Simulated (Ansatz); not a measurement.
# CH₆AlNOSi: up Jacob's ladder to CCSD(T)

The task here is to estimate one member of a computed series from the others.

Method: functionals in def2-TZVPP, the program's frozen cores in correlated methods; program: Ansatz 0.2.0, Gaussian basis.

The runs, in order: PBE-D4, r2SCAN-D4, PBE0-D4, B3LYP-D4, ωB97X-V, ωB97M-V, B2PLYP; CCSD(T)/def2-TZVPP; MP2/def2-QZVPP; extrapolation to the limit.

## The relaxed structure

All runs share one geometry, relaxed beforehand with PBE0-D4 in a triple-zeta def2 set.

11 atoms, charge 0, spin multiplicity 1.

Atoms are counted from 1 here; the program's logs count them from 0.

Bond lengths: O1–C2 1.210 Å, C2–N3 1.372 Å, C2–H6 1.105 Å, N3–Al4 1.813 Å, N3–Si5 1.773 Å, Al4–H7 1.579 Å, Al4–H8 1.574 Å, Si5–H9 1.480 Å, Si5–H10 1.480 Å, Si5–H11 1.487 Å. Angles: O1–C2–N3 123.2°, O1–C2–H6 121.6°, N3–C2–H6 115.3°, C2–N3–Al4 122.0°, C2–N3–Si5 111.3°, Al4–N3–Si5 126.7°, N3–Al4–H7 115.8°, N3–Al4–H8 118.0°, H7–Al4–H8 126.2°, N3–Si5–H9 111.3°, N3–Si5–H10 111.3°, N3–Si5–H11 104.0°, H9–Si5–H10 111.4°, H9–Si5–H11 109.2°, H10–Si5–H11 109.2°.

Set-up of the first run:

The input, in.yaml:

```yaml
crystal:
  periodic: [false, false, false]
  atoms:
    - {symbol: O, position_ang: [-1.523025, 1.707008, 0.414369]}
    - {symbol: C, position_ang: [-1.112952, 0.643102, 0.820527]}
    - {symbol: N, position_ang: [-0.114593, -0.063459, 0.198983]}
    - {symbol: Al, position_ang: [0.477329, -1.653550, 0.836860]}
    - {symbol: Si, position_ang: [0.470679, 0.782800, -1.245514]}
    - {symbol: H, position_ang: [-1.527313, 0.172927, 1.731123]}
    - {symbol: H, position_ang: [-0.230960, -2.173096, 2.148809]}
    - {symbol: H, position_ang: [1.630357, -2.381917, 0.050822]}
    - {symbol: H, position_ang: [1.069575, 2.090983, -0.897001]}
    - {symbol: H, position_ang: [-0.602678, 0.930506, -2.254223]}
    - {symbol: H, position_ang: [1.528981, -0.112304, -1.784056]}
basis:
  gaussian: {orbitals: def2-TZVPP}
hamiltonian: {xc: pbe, dispersion: d4}
output: {forces: true, orbitals: {seedname: orbitals}}
```

On the command line:

```bash
$ ansatz run in.yaml --threads 4 --pin off --events-out ev --progress --plain --max-ram 10444MiB
```

Among the steps run: PBE-D4 (GGA); r2SCAN-D4 (meta-GGA); PBE0-D4 (hybrid); B3LYP-D4 (hybrid); ωB97X-V (range-separated); ωB97M-V (range-separated); B2PLYP (double hybrid); CCSD(T) in def2-TZVPP; MP2 in def2-QZVPP.

One of the session's tables, all rows but one given; the rest of the session is left out.

```
            method  atomisation energy (kcal/mol)
            PBE-D4                          925.5
         r2SCAN-D4                          914.0
           PBE0-D4                          906.5
          B3LYP-D4                              ?
           ωB97X-V                          920.0
           ωB97M-V                          917.1
            B2PLYP                          903.7
     HF/def2-TZVPP                          647.8
    MP2/def2-TZVPP                          901.7
   CCSD/def2-TZVPP                          872.1
CCSD(T)/def2-TZVPP                          887.1
           MP2/CBS                          928.4
       CCSD(T)/CBS                          913.9
```

Q: Estimate the row for B3LYP-D4 from the others.

As computed: atomisation energy (kcal/mol): 914.7. In the column «atomisation energy (kcal/mol)» it lies between r2SCAN-D4 (914.0) and ωB97M-V (917.1).

To keep in mind: Free atoms (1 O, 1 C, 1 N, 1 Al, 1 Si, 6 H) were run apart at each level; the atomisation energy is their sum less the molecule, without zero-point or spin-orbit terms.
